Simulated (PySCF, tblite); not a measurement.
# C5H7BrSi2: geometry, infrared bands and NMR shifts

What infrared bands and NMR shifts should C5H7BrSi2 (`C#C[Si@@H](C#C[SiH3])CBr`) show?

Computed with tblite 0.8.0 and PySCF 2.14.0, with density-fitted response routines of our own, on a single molecule in the gas phase. Atoms are numbered from 0 throughout.

## (1) The starting structure

15 atoms, charge 0, multiplicity 1; geometry from: force field or distance geometry start.

Bonds of the start (Å): C0–C1 1.20, C1–Si2 1.85, Si2–C3 1.84, C3–C4 1.22, C4–Si5 1.83, Si2–C6 1.84, C6–Br7 1.94, C0–H8 1.06, Si2–H9 1.47, Si5–H10 1.49, Si5–H11 1.47, Si5–H12 1.45, C6–H13 1.12, C6–H14 1.11.

## (2) Relaxing the molecule with GFN2-xTB

The job: settings as JSON, then the geometry in Å.

```
{"job": {"kind": "relax", "xc": "GFN2-xTB", "basis": "xTB"}, "charge": 0, "multiplicity": 1}
C      1.323200     3.294400    -0.041600
C      1.293100     2.110800     0.154200
Si     1.252000     0.289800     0.483800
C     -0.487800    -0.285100     0.348700
C     -1.632300    -0.695900     0.298400
Si    -3.364000    -1.268500     0.193400
C      2.268200    -0.605300    -0.767000
Br     2.888000    -2.336400    -0.154900
H      1.315800     4.339200    -0.220900
H      1.679100     0.036500     1.872700
H     -4.284400    -0.127800    -0.063300
H     -3.792800    -1.835100     1.481700
H     -3.444600    -2.209700    -0.911800
H      3.192500     0.003300    -0.934100
H      1.789700    -0.702300    -1.761300
```

Launch:

```bash
$ OMP_NUM_THREADS=1 python probes_run.py task.json out
```

The driver reads the jobs from task.json and runs them one after another.

**Question.** This job is followed by: GFN2-xTB harmonic vibrations, gas phase; GIAO PBE0/pcSseg-1 NMR shielding, non-relativistic, gas phase. What will the session give for the following? strongest single infrared mode (GFN2-xTB); zero-point energy (GFN2-xTB); 13C shifts against TMS (PBE0/pcSseg-1); 1H shifts against TMS (PBE0/pcSseg-1, means over atoms taken as alike); 29Si shifts against TMS (PBE0/pcSseg-1); 79Br shifts against HBr (PBE0/pcSseg-1).

**Answer**, as computed:

| quantity | value |
| --- | --- |
| strongest single infrared mode (GFN2-xTB) | 785 cm⁻¹, 416 km/mol |
| zero-point energy (GFN2-xTB) | 54.8 kcal/mol |
| 13C shifts against TMS (PBE0/pcSseg-1) | 115.2, 114.0, 104.5, 85.4, 27.1 ppm |
| 1H shifts against TMS (PBE0/pcSseg-1, means over atoms taken as alike) | 4.73, 4.27, 2.96, 2.81, 1.99 ppm |
| 29Si shifts against TMS (PBE0/pcSseg-1) | -69.2, -98.3 ppm |
| 79Br shifts against HBr (PBE0/pcSseg-1) | 183 ppm |

The optimisation took 85 steps and gained 0.175 eV; among the close pairs (by a distance rule), Si2–C6 changed most, from 1.843 to 1.918 Å. The lowest mode is slightly imaginary (15i cm⁻¹), a soft motion within the noise of the Hessian, so the minimum is not strictly shown. GFN2-xTB is a fitted tight-binding method: band positions and strengths are rough. Its intensities can rank the bands wrongly. C6 stands next to heavy halogen, whose spin-orbit shielding this run leaves out, so the computed shift lies too far downfield, most of all for carbon beside Br or I. At PBE0/pcSseg-1: The largest span, 958 ppm, is at Br7, where the paramagnetic term is -683 ppm. Spin-orbit coupling is left out, which matters for shieldings and couplings at and beside the heavy atoms.
